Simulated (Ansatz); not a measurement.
# TiSi2: the cost of one run

Computed with Ansatz 0.2.0 (DFT PBE, scalar-relativistic, plane waves, PAW, unless a step's input says otherwise).

1 further run of the same task is left out (it didn't finish).

## Step 1: The system as given

Symmetry: Fddd, No. 70, orthorhombic system. The conventional cell has a = 4.779 Å, b = 8.235 Å, c = 8.526 Å, α = 90.00°, β = 90.00°, γ = 90.00°. Around Ti (site symmetry 222) lie 10 Si at 2.55 to 2.78 Å. Si (site symmetry 2) is surrounded by 5 Si at 2.52 to 2.79 Å and 5 Ti at 2.55 to 2.78 Å.

Coordinates:

```
CELL_PARAMETERS angstrom
0.00000 4.11752 4.26290
2.38951 0.00000 4.26290
2.38951 4.11752 0.00000
ATOMIC_POSITIONS crystal
Ti 0.50000 0.50000 0.50000
Ti 0.75000 0.75000 0.75000
Si 0.83743 0.16257 0.83743
Si 0.16257 0.83743 0.16257
Si 0.08743 0.41257 0.08743
Si 0.41257 0.08743 0.41257
```

The structure comes from the Materials Project (structure only).

(A quick probe on a coarse mesh, which set the mesh and smearing, is not shown.)

## Step 3: The relaxation

Contents of input.yaml:

```yaml
crystal:
  lattice:
    - [0.0, 4.11751631, 4.26289784]
    - [2.38951195, 0.0, 4.26289784]
    - [2.38951195, 4.11751631, 0.0]
  atoms:
    - { symbol: Ti, position: [0.5, 0.5, 0.5] }
    - { symbol: Ti, position: [0.75, 0.75, 0.75] }
    - { symbol: Si, position: [0.83743439, 0.16256561, 0.83743439] }
    - { symbol: Si, position: [0.16256561, 0.83743439, 0.16256561] }
    - { symbol: Si, position: [0.08743439, 0.41256561, 0.08743439] }
    - { symbol: Si, position: [0.41256561, 0.08743439, 0.41256561] }
basis:
  ecutwfc: 420
kpoints:
  mp_grid: { grid: [10, 10, 10] }
hamiltonian:
  xc: pbe
scf:
  occupations: { method: gaussian, width: 0.1 }
output:
  forces: true
  stress: true
  eigenvalues: true
  write_density: true
  write_potential: true
  elf: true
  volumetric_format: npy
relax:
  adjacent_minimum: "off"
  f_tol: 0.005
  max_steps: 80
  cell: { stress_tol: 0.05 }
```

On the command line:

```
ansatz run input.yaml --threads 4 --pin off --max-ram 8192MiB --backend cpu --events-out ev --progress --plain --runs-dir out
```

What time and memory should one allow on 4 threads of Arm Neoverse V2, shared host?

About 33 s, with a peak of 0.64 GiB.
